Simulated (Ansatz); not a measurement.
# Be2Si (I4/mmm) in Ansatz: single point with PBE

Aim: the single point of Be2Si with PBE.

All numbers are computed with Ansatz 0.2.0; they aren't measurements. Logs are shortened: lines on timing, memory, paths and dates and some standing lists are left out, and cuts for length are marked.

**1. The cell of the first run**

Symmetry: I4/mmm, No. 139, tetragonal system. Conventional cell: a = 3.734 Å, b = 3.734 Å, c = 5.227 Å, α = 90.00°, β = 90.00°, γ = 90.00°. Around Si (site symmetry 4/mmm) lie 8 Be at 2.28 Å. Be (site symmetry -4m2) has 4 Si at 2.28 Å and 2 Be at 2.61 Å as nearest neighbours.

The cell comes from a database or a generator and needn't be the stable form of this composition.

**2. Single point, PBE (strained by -1 %)**

input.yaml reads:

```yaml
crystal:
  lattice:
    - [0.0, 2.64, 2.64]
    - [2.6136, 0.0, 2.64]
    - [2.6136, 2.64, 0.0]
  atoms:
    - { symbol: Si, position: [0.0, 0.0, 0.0] }
    - { symbol: Be, position: [0.25, 0.25, 0.25] }
    - { symbol: Be, position: [0.75, 0.75, 0.75] }
hamiltonian:
  xc: pbe
  pseudopotentials: { kind: paw }
kpoints:
  mp_grid: { grid: [9, 9, 9] }
scf:
  occupations: { method: fermi_dirac, width: 0.05 }
output:
  forces: true
  stress: true
  eigenvalues: true
```

Potentials or basis: Ansatz PAW.

Launch:

```bash
> ansatz run input.yaml --threads 2 --pin off --max-ram 5632MiB --backend cpu --events-out ev --progress --plain --runs-dir out
```

The program printed:

```text
Warning: RAYON_NUM_THREADS=2 ignored (pool sized by the plan → 2); use --threads N
Engine: ansatz 0.2.0, aarch64-unknown-linux-gnu
Pseudopotentials: kind: paw
Pseudopotential: Si, paw, valence charge 4, recommended cutoff 420 eV (normal), Si.paw.azcp
Pseudopotential: Be, paw, valence charge 2, recommended cutoff 420 eV (normal), Be.paw.azcp
Functional definition: PBE
  parameter kappa = 0.804
  parameter beta = 0.06672455060314922
  exchange = pbe_x(kappa = kappa, mu = beta*pi^2/3)
  correlation = pbe_c(beta = beta)
Crystal: 3 atoms, lattice volume = 36.431 Å³
Basis set: ecut = 420 eV, 725 PW (Γ), exchange–correlation on 50×50×50 points (8 copies of the dense FFT grid, shifted against one another)
Bands: 8, of which v1, the nominal top of the filled ones, is band 4 counted from 1 (3 counted from 0)
Symmetry: 16 space group operations
Space group: I4/mmm (ITA 139), of the structure as read, at distance tolerance 3.3e-5 Å
k-points: 75 of 729
Non-local potential: Si, projectors of the file, l = 0: 2, l = 1: 2, l = 2: 2
Non-local potential: Be, projectors of the file, l = 0: 2, l = 1: 2, l = 2: 1
PAW form: soft (Blöchl's): semilocal exchange-correlation on the pseudo side does not see the compensation charge
PAW one-centre angular grid: Si, 110 points (default); XC on 64 Gauss nodes
PAW one-centre angular grid: Be, 110 points (default); XC on 64 Gauss nodes
Initial density: superposition of atomic densities (neutral atoms: chi_scale 0, normalization atom), corrected by the library's trained network
Initial wavefunctions: pseudopotential atomic-orbital guess
Functional: x = pbe(κ = 0.804, μ = 0.2195149727645171), c = pbe(β = 0.06672455060314922)
SCF iter   1: F=—  HF=-820.623341 eV  |F-HF|=—  |Δ(HF+E_count)|=         —  Δρ=1.09e-3  dr2=6.54e-4  ethr=1.77e-3  ⟨swp⟩=6.0  Hψ=4943  notcnv=0
preconditioner: auto → none  [metal: Δε(μ)=0.090 eV  Ē_g=8.984 eV  σ=0.050 eV  W_gap=0.41  n_scr=8 (ndim 8)  ℏωp=17.4 eV  f_vac=0.000  D(μ)=0.32/eV (n_scr^D=0)  sad-step TF]
SCF iter   2: F=—  HF=-820.623695 eV  |F-HF|=—  |Δ(HF+E_count)|=   3.55e-4  Δρ=7.96e-4  dr2=3.79e-4  ethr=8.18e-6  ⟨swp⟩=2.3  Hψ=1463  notcnv=0
SCF iter   3: F=—  HF=-820.624039 eV  |F-HF|=—  |Δ(HF+E_count)|=   3.44e-4  Δρ=2.29e-4  dr2=2.86e-5  ethr=4.74e-6  ⟨swp⟩=2.4  Hψ=904  notcnv=0
SCF iter   4: F=—  HF=-820.624080 eV  |F-HF|=—  |Δ(HF+E_count)|=   4.08e-5  Δρ=5.32e-5  dr2=9.00e-7  ethr=3.57e-7  ⟨swp⟩=2.4  Hψ=884  notcnv=0
SCF iter   5: F=—  HF=-820.624080 eV  |F-HF|=—  |Δ(HF+E_count)|=   2.39e-7  Δρ=1.88e-5  dr2=2.19e-7  ethr=1.13e-8  ⟨swp⟩=2.0  Hψ=905  notcnv=0
SCF iter   6: F=-820.624080 eV  HF=-820.624080 eV  |F-HF|=3.68e-9  |Δ(HF+E_count)|=   6.57e-8  Δρ=3.11e-6  dr2=6.04e-9  ethr=1.25e-9  ⟨swp⟩=5.0  Hψ=2237  notcnv=0
SCF 1 converged in 6 iterations: F = -820.624080 eV  dr2 = 6.04e-9
SCF converged after 6 iterations
Free energy (F): -820.624080 eV
Harris-Foulkes:  -820.624080 eV  (|F-HF|=3.68e-9)
Internal energy: -820.621329 eV  (E = F + TS)
E sigma→0 (E₀):  -820.622705 eV
Entropy (-TS):   -0.002752 eV (-0.917 meV/atom)
Fermi energy:    7.464713 eV
--- Per-component energies (eV) ---
  E_band       = 16.787424
  E_kinetic    = 80.069263
  E_local      = -19.117342  (includes V_loc(G=0)·N_el)
  E_nonlocal   = 35.353334
  E_hartree    = 6.644440
  E_xc         = -93.904328
  E_vxc        = -87.340359  (∫ρ·V_xc dr)
  E_paw        = -632.077453  (= ΣΔE_a)
  E_vpaw       = -5.466636  (= ΣTr[D̂ρ^β])
  E_aug_tail   = 0.000004  (compensation charges beyond the density's cutoff)
  E_ewald      = -197.589247
  E_smearing   = -0.002752  (= −TS)
  E_closure    = 0.000000  (closes the sum)
  Σ components = -820.624080   (vs F -820.624080, Δ=0.00e0)
--- Forces (eV/Å), atoms counted from 1 ---
  atom   1  Si     0.00000000    -0.00000000    -0.00000000
  atom   2  Be    -0.00000000     0.00000000    -0.00000000
  atom   3  Be    -0.00000000     0.00000000     0.00000000
  max |Σ_I F_I| component: 4.16e-17 eV/Å
--- Stress (GPa, compression-positive) ---
        1.517725       0.000000       0.000000
        0.000000       1.011386       0.000000
        0.000000       0.000000       1.011386
  P = ⅓ Tr σ = 1.1802 GPa (11.802 kbar)
--- Band table (eV; the first three rows and the last of 75) ---
  k-point 0: bands = ["-4.6333", "7.8294", "7.8936", "7.8936", "8.2754", "8.2754", "8.3620", "13.6581"]
  k-point 1: bands = ["-4.4719", "5.9935", "7.2265", "7.2447", "8.9837", "8.9977", "9.4785", "13.8032"]
  k-point 2: bands = ["-3.9944", "3.8059", "6.6161", "6.6683", "9.3645", "9.4123", "9.9711", "13.6049"]
  k-point 74: bands = ["-1.1809", "1.6055", "2.1419", "2.8073", "10.3133", "11.0826", "11.7050", "13.7496"]
```

It took 0.7 s on 2 threads of Arm Neoverse V2, shared host; peak memory 0.3 GiB.

What came out:

```
Free energy            : -820.6241 eV
Pressure               : 1.2 GPa
Band gap on the k mesh : none (metal or under the smearing width)
```

Levels at points of the mesh, in eV from the Fermi level:
```csv
k point,band 1,band 2,band 3,band 4,band 5,band 6,band 7,band 8
"(0.00, 0.00, 0.00)",-12.10,0.36,0.43,0.43,0.81,0.81,0.90,6.19
```
